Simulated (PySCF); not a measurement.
# A diatomic session: CsF+

What are the lowest state that PBE0 finds, the bond length, vibrational wavenumber and bond energy of CsF+, and how much do these hang on the method?

The runs use PySCF 2.14.0; Cs def2-SVP with ECP46, F def2-SVP, scalar-relativistic core potentials.

**1. Set-up**

A driver script around PySCF takes these settings:

| Quantity | Value |
| --- | --- |
| atoms | Cs, F |
| charge | 1 |
| basis | Cs def2-SVP with ECP46, F def2-SVP |
| Hamiltonian | scalar-relativistic core potentials |
| basis functions | 38 |
| electrons treated | 17 |
| masses in u | 132.9054, 18.9984 |
| levels | PBE0, PBE, r²SCAN, PW91, TPSSh, B3LYP, HF, MP2, SCS-MP2, CCSD, CCSD(T) |
| grid | 80 radial by 434 angular points |
| occupations | held fixed by the projection of orbital angular momentum |
| dissociation limit | Cs+ + F, each in its ground configuration |
| starting distance in angstrom | 2.920 |
| values of 2S to try | 1, 3 |

Started as:

```bash
> OMP_NUM_THREADS=1 python dia.py task.json out
```

The runs that follow: The PBE0 curve of the state that the search chose; Excited determinants; PBE (GGA); r²SCAN (meta-GGA); PW91 (GGA); TPSSh; B3LYP; UHF (mean field); MP2 and coupled cluster.

Q: Predict the outcome of this session. Wanted: for each run, Re; ωe; De; μ.

As calculated:

Lowest PBE0 solution found, without spin–orbit coupling: ²Π (doublet), unpaired electrons π ↑. State 2 has its PBE0 minimum 0.13 eV higher. The other levels ran on the lowest alone.

```
      level  Re (Å)  ωe (cm⁻¹)  De (eV)  μ (D)
        UHF   3.394       75.8    0.094  -1.81
    UHF-MP2   3.285       93.2    0.138    n/a
UHF-SCS-MP2   3.295       92.0    0.135    n/a
   UHF-CCSD   3.284       93.6    0.139    n/a
UHF-CCSD(T)   3.277       95.0    0.143    n/a
        PBE   3.177      109.7    0.231  -1.46
       PW91   3.163      110.8    0.243  -1.45
     r²SCAN   3.204      104.6    0.181  -1.57
      TPSSh   3.244       94.2    0.177  -1.58
      B3LYP   3.202      105.0    0.192  -1.53
       PBE0   3.206      100.9    0.179  -1.56
```

De is counted to Cs+ + F in their ground configurations. A positive dipole points from Cs to F; in an ion it is taken about the centre of mass and does not tell which atom is negative.

The methods spread over 0.231 Å in bond length, from PW91 to UHF. CCSD(T) can't serve as the judge here: for a weak bond in this basis it is far from its limit. Of the levels with a De here, UHF gives the least (0.094 eV) and PW91 the most (0.243 eV).

Correlated steps freeze 1 core orbital. These are scalar-relativistic numbers at best; spin–orbit coupling would shift them, the dissociation energy most. The bond is weak, and basis-set superposition, which was not computed, may be a sizeable part of it. With spin–orbit coupling the term label itself may not hold.
